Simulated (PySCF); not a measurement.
# C2H5BN2: the cost of one run

The runs use PySCF 2.14.0, with density-fitted response routines of our own; the level of theory stands in each step. All values are computed, except where a source is named. Atoms are numbered from 0 throughout.

## (1) The molecule as given

10 atoms, charge 0, multiplicity 1; geometry from: GFN2-xTB. The atoms were then displaced at random by about 0.01 Å, so the start is not that level's minimum.

Bonds of the start (Å): C0–C1 1.23, C1–B2 1.55, B2–N3 1.38, B2–N4 1.40, C0–H5 1.03, N3–H6 1.03, N3–H7 1.00, N4–H8 1.00, N4–H9 1.00.

## (2) Relaxing the molecule at PBE0-D3(BJ)/def2-SVP

Job settings and geometry (Å):

```
{"job": {"xc": "PBE0", "basis": "def2-SVP", "d3": "d3bj", "grid": 1, "shake": 0.01, "kind": "geom"}, "charge": 0, "multiplicity": 1}
C      2.373900     0.159630     0.662560
C      1.193320     0.094780     0.333330
B     -0.289670    -0.020600    -0.085910
N     -1.006850     1.147530    -0.244160
N     -0.830540    -1.297230    -0.298220
H      3.359820     0.263090     0.941120
H     -1.997530     1.132510    -0.510770
H     -0.658810     2.073460    -0.101710
H     -0.308060    -2.135610    -0.164650
H     -1.785130    -1.438480    -0.552660
```

Launch:

```console
> OMP_NUM_THREADS=1 python probes_run.py task.json out
```

The driver reads the jobs from task.json and runs them one after another.

**Question.** How long does this first job take on 1 thread of AMD EPYC 7R43, shared host, and how much memory does it need?

About 21 s, with a peak of 0.39 GiB.
